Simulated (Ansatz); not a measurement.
**TaBi (CsCl type): how the settings move a single-point run**

Aim: see which settings change the result for TaBi (CsCl type), by how much, and at what cost.

Method: reference: DFT, LDA, all-electron LAPW, scalar-relativistic, in Ansatz 0.2.0.

1 further run of the same task is left out (it didn't finish). Runs told in other sessions of the task aren't counted.

### Step 1. The system as given

The structure is cubic, space group Pm-3m (No. 221). The conventional cell has a = 2.767 Å, b = 2.767 Å, c = 2.767 Å, α = 90.00°, β = 90.00°, γ = 90.00°. Around Ta (site symmetry m-3m) lie 8 Bi at 2.40 Å. Bi (site symmetry m-3m) has 8 Ta at 2.40 Å in its first shell of neighbours.

Coordinates:

```cif
data_structure
_symmetry_space_group_name_H-M 'Pm-3m'
_symmetry_Int_Tables_number 221
_cell_length_a 2.7671
_cell_length_b 2.7671
_cell_length_c 2.7671
_cell_angle_alpha 90.000
_cell_angle_beta 90.000
_cell_angle_gamma 90.000
_cell_volume 21.19
loop_
_atom_site_label
_atom_site_type_symbol
_atom_site_symmetry_multiplicity
_atom_site_Wyckoff_symbol
_atom_site_fract_x
_atom_site_fract_y
_atom_site_fract_z
_atom_site_occupancy
Ta1 Ta 1 a 0.00000 0.00000 0.00000 1
Bi1 Bi 1 b 0.50000 0.50000 0.50000 1
```

### Step 2. Baseline

input.yaml reads:

```yaml
crystal:
  lattice:
    - [2.7670596244, 0.0, 0.0]
    - [0.0, 2.7670596244, 0.0]
    - [0.0, 0.0, 2.7670596244]
  atoms:
    - { symbol: Ta, position: [0.0, 0.0, 0.0] }
    - { symbol: Bi, position: [0.5, 0.5, 0.5] }
kpoints:
  mp_grid: { grid: [11, 11, 11] }
  band_path:
    path:
      - [0.0, 0.0, 0.0]
      - [0.0, 0.5, 0.0]
      - [0.5, 0.5, 0.0]
      - [0.0, 0.0, 0.0]
      - [0.5, 0.5, 0.5]
      - [0.0, 0.5, 0.0]
      - [0.5, 0.5, 0.5]
      - [0.5, 0.5, 0.0]
    npoints: 8
scf:
  occupations: { method: fermi_dirac, width: 0.05 }
hamiltonian:
  xc: lda
  pseudopotentials: { kind: all_electron, lapw: { basis_error: 0.001 } }
output:
  forces: true
  stress: true
  eigenvalues: true
  populations: true
  dos: { projected: true, de: 0.2, e_range: [-14, 8] }
```

On the command line:

```
$ ansatz run input.yaml --threads 1 --pin off --max-ram 2048MiB --backend cpu --events-out ev --progress --plain --runs-dir out
```

### Step 3. Changing settings: preconditioner resta

Changes to input.yaml since step 2:

```diff
@@ -23,2 +23,3 @@
   occupations: { method: fermi_dirac, width: 0.05 }
+  mixing: { preconditioner: resta }
 hamiltonian:
@@ -31,2 +32 @@
   populations: true
-  dos: { projected: true, de: 0.2, e_range: [-14, 8] }
```

### Step 4. Changing settings: xc_grid 3

Changes to input.yaml since step 2:

```diff
@@ -31,2 +31,3 @@
   populations: true
-  dos: { projected: true, de: 0.2, e_range: [-14, 8] }
+basis:
+  xc_grid: 3
```

Before running it: what results should come out? Wanted: for each run, ending; energy change; pressure; gap; force.

As calculated:

| run | ending | energy change | pressure (GPa) | gap (eV) | force (eV/Å) | cycles | time |
| --- | --- | --- | --- | --- | --- | --- | --- |
| reference | converged | 0 | 411.1 | 0.00 | 0.00 | 10 | 57 s |
| 1: preconditioner resta | converged | 0.0 meV/atom | 411.1 | 0.00 | 0.00 | 8 | 54 s |
| 2: xc_grid 3 | converged | 0.0 meV/atom | 411.1 | 0.00 | 0.00 | 10 | 60 s |

Times don't compare one to one where runs were asked for different outputs or read a saved state (see the inputs); cycles may leave out searches for a lower state.

Residual by cycle in the longest SCF loop of each run; runs are numbered as in the table. The quantity is the density residual dr2, in eV.

```
cycle  reference    run 1    run 2
    1       1.13     1.13     1.13
    2      0.411   0.0081    0.411
    3      0.136  0.00374    0.136
    4     0.0765   1.6e-4   0.0765
    5    0.00306   1.6e-5  0.00306
    6     4.9e-4   3.4e-6   4.9e-4
    7     1.1e-4   1.2e-7   1.1e-4
    8     9.1e-7  8.6e-10   9.1e-7
    9     1.1e-7        -   1.1e-7
   10     1.6e-8        -   1.6e-8
```

**Reading.** Of the converged runs whose energies compare with the reference's, none moves it noticeably. The structure is not at rest: the sound run finds 411 GPa, so these are no properties of the relaxed crystal. 
